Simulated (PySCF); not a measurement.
# HgO⁺ at other levels of theory

Starting from one script, swap the method and compare what comes out for HgO⁺.

The runs use PySCF 2.14.0; method and basis as typed in the scripts.

9 further runs of the same task are left out: 1 for a known fault of the program, 8 that didn't finish.

**1. The starting structure**

HgO⁺: 2 atoms, charge 1, spin multiplicity 2.

Bond lengths: Hg1–O2 2.219 Å.

**2. The run that the others are compared with**

The input, input.py:

```python
from pyscf import gto, scf
from pyscf.geomopt.geometric_solver import optimize

mol = gto.M(
    atom='Hg 0 0 0; O 0 0 2.219',
    basis='sbkjc',
    ecp={'Hg': 'sbkjc', 'O': 'sbkjc'},
    charge=1,
    spin=1,
    verbose=4,
)
mf = scf.UHF(mol)
mf.kernel()
mol_eq = optimize(mf, maxsteps=30)
print('optimised geometry (angstrom)')
print(mol_eq.tostring('raw'))
print('orbital energies (hartree):', [e[max(0, n-3):n+3].round(4) for e, n in zip(mf.mo_energy, mol.nelec)])
```

On the command line:

```console
$ python input.py
```

**3. SCF alone**

Run 1 changes step after the SCF: optimize → none.

The input, input.py:

```python
from pyscf import gto, scf

mol = gto.M(
    atom='Hg 0 0 0; O 0 0 2.219',
    basis='sbkjc',
    ecp={'Hg': 'sbkjc', 'O': 'sbkjc'},
    charge=1,
    spin=1,
    verbose=4,
)
mf = scf.UHF(mol)
mf.kernel()
mf.dip_moment()
print('orbital energies (hartree):', [e[max(0, n-3):n+3].round(4) for e, n in zip(mf.mo_energy, mol.nelec)])
```

**4. TDA**

Run 2 changes step after the SCF: optimize → tda; number of roots: none → 6.

The input, input.py:

```python
from pyscf import gto, scf, tdscf

mol = gto.M(
    atom='Hg 0 0 0; O 0 0 2.219',
    basis='sbkjc',
    ecp={'Hg': 'sbkjc', 'O': 'sbkjc'},
    charge=1,
    spin=1,
    verbose=4,
)
mf = scf.UHF(mol)
mf.kernel()
td = tdscf.TDA(mf)
td.nstates = 6
td.kernel()
td.analyze(verbose=3)
mf.dip_moment()
print('orbital energies (hartree):', [e[max(0, n-3):n+3].round(4) for e, n in zip(mf.mo_energy, mol.nelec)])
```

**5. CASCI (ROHF)**

Run 3 changes step after the SCF: optimize → casci; SCF type: UHF → ROHF; active space: none → 3 electrons in 5 orbitals.

The input, input.py:

```python
from pyscf import gto, scf, mcscf

mol = gto.M(
    atom='Hg 0 0 0; O 0 0 2.219',
    basis='sbkjc',
    ecp={'Hg': 'sbkjc', 'O': 'sbkjc'},
    charge=1,
    spin=1,
    verbose=4,
)
mf = scf.ROHF(mol)
mf.kernel()
mc = mcscf.CASCI(mf, 5, 3)
mc.kernel()
mc.analyze()
mf.dip_moment()
print('orbital energies (hartree):', mf.mo_energy[..., max(0, mol.nelec[1]-3):mol.nelec[0]+3].round(4))
```

Before running it: what results should come out? Wanted: for each run, E(SCF); from base; gap, α spin; after the SCF.

As calculated:

| run | E(SCF) (hartree) | from base (eV) | cycles | gap, α spin (eV) | after the SCF |
| --- | --- | --- | --- | --- | --- |
| base | -168.087389 | 0 | 16 | 9.35 | bond 2.058 Å, -0.184 eV |
| SCF alone | -168.087389 | 0.0000 | 16 | 9.35 | n/a |
| TDA | -168.087389 | 0.0000 | 16 | 9.35 | lowest root found 0.48 eV |
| CASCI (ROHF) | -168.087952 | -0.0153 | 16 | n/a | CASCI correlation -0.714 eV |

SCF columns refer to the geometry typed in the script.

Total energies from different bases, Hamiltonians or methods carry different errors, so properties are taken as differences within one set-up.
